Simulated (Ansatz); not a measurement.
# EuS2: the cost of one run

Method: DFT PBE+U (U_eff = 6 eV on Eu 4f), scalar-relativistic, plane waves, PAW, in Ansatz 0.2.0.

1 further run of the same task is left out (it didn't finish). Runs told in other sessions of the task aren't counted.

## 1. The system as given

The structure is cubic, space group Fm-3m (No. 225). Conventional cell: a = 6.660 Å, b = 6.660 Å, c = 6.660 Å, α = 90.00°, β = 90.00°, γ = 90.00°. Eu (site symmetry m-3m) has 8 S at 2.88 Å in its first shell of neighbours. Around S (site symmetry -43m) lie 4 Eu at 2.88 Å.

Coordinates:

```xyz
3
Lattice="0.0000 3.3298 3.3298 3.3298 0.0000 3.3298 3.3298 3.3298 0.0000" Properties=species:S:1:pos:R:3 pbc="T T T"
Eu    0.0000    0.0000    0.0000
S     1.6649    1.6649    1.6649
S     4.9947    4.9947    4.9947
```

The moments start at Eu 6.00 μB.

## 2. Seeding the open shells on a coarse mesh

File input.yaml:

```yaml
crystal:
  lattice:
    - [0.0, 3.3298180254, 3.3298180254]
    - [3.3298180254, 0.0, 3.3298180254]
    - [3.3298180254, 3.3298180254, 0.0]
  atoms:
    - { symbol: Eu, position: [0.0, 0.0, 0.0], spin: 6.0 }
    - { symbol: S, position: [0.25, 0.25, 0.25] }
    - { symbol: S, position: [0.75, 0.75, 0.75] }
basis:
  ecutwfc: 420
  ecutrho_ratio: 4
kpoints:
  mp_grid: { grid: [4, 4, 4] }
hamiltonian:
  xc: pbe
  hubbard: { sites: [{ species: Eu, l: f, u_eff: 6.0 }] }
scf:
  occupations: { method: gaussian, width: 0.05 }
output:
  forces: true
  stress: true
  eigenvalues: true
  populations: true
  hubbard: { sites: [{ species: Eu, l: f }] }
magnetization:
  spin_polarized: true
```

Launch:

```
> ansatz run input.yaml --threads 2 --pin off --max-ram 2662MiB --backend cpu --events-out ev --progress --plain --runs-dir out
```

What time and memory should one allow on 2 threads of Arm Neoverse V2, shared host?

About 17 s, with a peak of 0.39 GiB.
